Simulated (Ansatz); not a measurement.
**SiH2Br2: ionisation energy by level of theory**

The task here is to estimate one member of a computed series from the others.

Program: Ansatz 0.2.0, Gaussian basis. Level of theory: unrestricted cation, the program's frozen cores in correlated methods. These are calculated values, not measurements.

Plan: UKS PBE-D4/def2-TZVPP; UKS r2SCAN-D4/def2-TZVPP; UKS PBE0-D4/def2-TZVPP; UKS B3LYP-D4/def2-TZVPP; UKS wB97X-V/def2-TZVPP; UKS wB97M-V/def2-TZVPP; UKS B2PLYP/def2-TZVPP; UHF-CCSD(T)/def2-TZVPP; UHF-MP2/def2-QZVPP; extrapolation to the limit; then −ε(HOMO) from the neutral's earlier runs with LDA (SPW92), PBE-D4, revPBE-D4, BLYP-D4, r2SCAN-D4, B97M-V, PBE0-D4, B3LYP-D4, r2SCANh-D4, r2SCAN0-D4, HSE06-D4, BHLYP-D4, CAM-B3LYP-D4, LC-ωPBE, ωB97X-V, ωB97M-V.

## Structure used throughout

The geometry comes from an earlier relaxation with PBE0-D4 in a triple-zeta def2 set; it is a stationary point.

SMILES `Br[SiH2]Br`, 5 atoms, charge 0, spin multiplicity 1.

Atoms are counted from 1 here; the program's logs count them from 0.

Bond lengths: Br1–Si2 2.207 Å, Si2–Br3 2.207 Å, Si2–H4 1.476 Å, Si2–H5 1.476 Å. Angles: Br1–Si2–Br3 110.8°, Br1–Si2–H4 108.4°, Br1–Si2–H5 108.4°, Br3–Si2–H4 108.4°, Br3–Si2–H5 108.4°, H4–Si2–H5 112.5°.

Set-up of the first run:

The input, in.yaml:

```yaml
crystal:
  periodic: [false, false, false]
  atoms:
    - {symbol: Br, position_ang: [-1.662712, -1.254257, 0.353899]}
    - {symbol: Si, position_ang: [0.168111, -0.061049, 0.046393]}
    - {symbol: Br, position_ang: [-0.285707, 1.799342, -1.050281]}
    - {symbol: H, position_ang: [1.113637, -0.857734, -0.759899]}
    - {symbol: H, position_ang: [0.716571, 0.299998, 1.368388]}
basis:
  gaussian: {orbitals: def2-TZVPP}
total_charge: 1
magnetization: {spin_polarized: true, initial_magnetization: 1}
hamiltonian: {xc: pbe, dispersion: d4}
```

On the command line:

```bash
> ansatz run in.yaml --threads 4 --pin off --events-out ev --progress --plain --max-ram 10444MiB
```

Steps of the session up to this table: Cation, UKS PBE-D4/def2-TZVPP; Cation, UKS r2SCAN-D4/def2-TZVPP; Cation, UKS PBE0-D4/def2-TZVPP; Cation, UKS B3LYP-D4/def2-TZVPP; Cation, UKS wB97X-V/def2-TZVPP; Cation, UKS wB97M-V/def2-TZVPP; Cation, UKS B2PLYP (frozen core)/def2-TZVPP; Cation, UHF-CCSD(T)/def2-TZVPP; Cation, UHF-MP2/def2-QZVPP.

One of the session's tables, all rows but one given; the rest of the session is left out.

Orbital estimates, from the neutral's runs:

| functional | −ε(HOMO) (eV) |
| --- | --- |
| LDA (SPW92) | 7.45 |
| PBE-D4 | 7.34 |
| revPBE-D4 | 7.30 |
| BLYP-D4 | 7.19 |
| r2SCAN-D4 | 7.69 |
| B97M-V | 7.76 |
| PBE0-D4 | 8.62 |
| B3LYP-D4 | 8.37 |
| r2SCANh-D4 | 8.15 |
| r2SCAN0-D4 | 8.85 |
| HSE06-D4 | ? |
| BHLYP-D4 | 9.74 |
| CAM-B3LYP-D4 | 9.94 |
| LC-ωPBE | 11.34 |
| ωB97X-V | 10.97 |
| ωB97M-V | 10.83 |

Estimate the missing values for HSE06-D4.

As computed: −ε(HOMO) (eV): 8.23. In the column «−ε(HOMO) (eV)» it lies between r2SCANh-D4 (8.15) and B3LYP-D4 (8.37).
